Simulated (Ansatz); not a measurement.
ClGaHO, SMILES [OH][Ga][Cl], a rigid scan of one bond length

With the Ansatz DFT code, driven from Python.

Notebook, run cell by cell (the value of a cell's last expression is shown):

```python
import ansatz
from ase import Atoms
import matplotlib.pyplot as plt
import numpy as np
```

```python
atoms = Atoms(['O', 'Ga', 'Cl', 'H'], positions=[
    [0.7989, -0.1013, -0.5823],
    [-0.3247, -1.0756, 0.4062],
    [-1.9246, 0.5572, 0.3661],
    [1.5059, 0.5595, -0.2103],
])
molecule = ansatz.Crystal.molecule_from_ase(atoms)
```

```python
symbols = [site.symbol for site in molecule.cartesian_sites]
start = np.array([site.position_ang for site in molecule.cartesian_sites])
axis = (start[1] - start[0]) / np.linalg.norm(start[1] - start[0])
moving = [1, 2]
lengths, energies = [1.571, 1.643, 1.714, 1.786, 1.857, 1.929, 2.0, 2.107], []
for length in lengths:
    xyz = start.copy()
    xyz[moving] += (length - np.linalg.norm(start[1] - start[0])) * axis
    point = ansatz.Crystal.molecule()
    for symbol, xyz in zip(symbols, xyz):
        point = point.atom(symbol, xyz.tolist())
    job = point.calculation()
    job = job.basis(gaussian='def2-SVP')
    job = job.functional('pbe').spin('collinear', total=1)
    summary = job.run().report
    energies.append(summary['free_energy_ev'])
    print(f'r = {length:6.3f} A  E = {energies[-1]:.5f} eV  <S^2> = {abs(summary["mean_field"]["state"]["spin_squared"]):.3f}')
```

    r =  1.571 A  E = -66936.27379 eV  <S^2> = 0.752
    r =  1.643 A  E = -66936.83597 eV  <S^2> = 0.752
    r =  1.714 A  E = -66937.13955 eV  <S^2> = 0.752
    r =  1.786 A  E = -66937.27145 eV  <S^2> = 0.752
    r =  1.857 A  E = -66937.28417 eV  <S^2> = 0.752
    r =  1.929 A  E = -66937.21976 eV  <S^2> = 0.753
    r =  2.000 A  E = -66937.10972 eV  <S^2> = 0.753
    r =  2.107 A  E = -66936.90120 eV  <S^2> = 0.754

```python
fit = np.polynomial.Polynomial.fit(lengths, np.array(energies) - min(energies), 4).convert()
roots = [r.real for r in fit.deriv().roots() if abs(r.imag) < 1e-9 and fit.deriv(2)(r.real) > 0]
r_e = min(roots, key=lambda r: abs(r - lengths[int(np.argmin(energies))]))
print(f'minimum of the fit at {r_e:.4f} A, force constant {fit.deriv(2)(r_e):.2f} eV/A^2')
plt.figure(figsize=(4.5, 3))
plt.plot(lengths, np.array(energies) - min(energies), 'o-')
plt.xlabel('bond length (A)')
plt.ylabel('E - E(min) (eV)')
plt.tight_layout()
plt.savefig('scan.png', dpi=100)
```

    minimum of the fit at 1.8287 A, force constant 17.69 eV/A^2

Reading the output:
- Total energies depend on the basis set; only differences at equal settings carry meaning.
- The rest of the molecule is held rigid at a force-field or estimated start geometry, and the basis set is modest; single-reference methods fail as a bond breaks.
- The species is open-shell (spin multiplicity 2).
- Timing: 25 s on 1 thread of Arm Neoverse V1 (shared host), peak memory 0.23 GiB.

(Lines on the test bed's own set-up are left out of the output.)
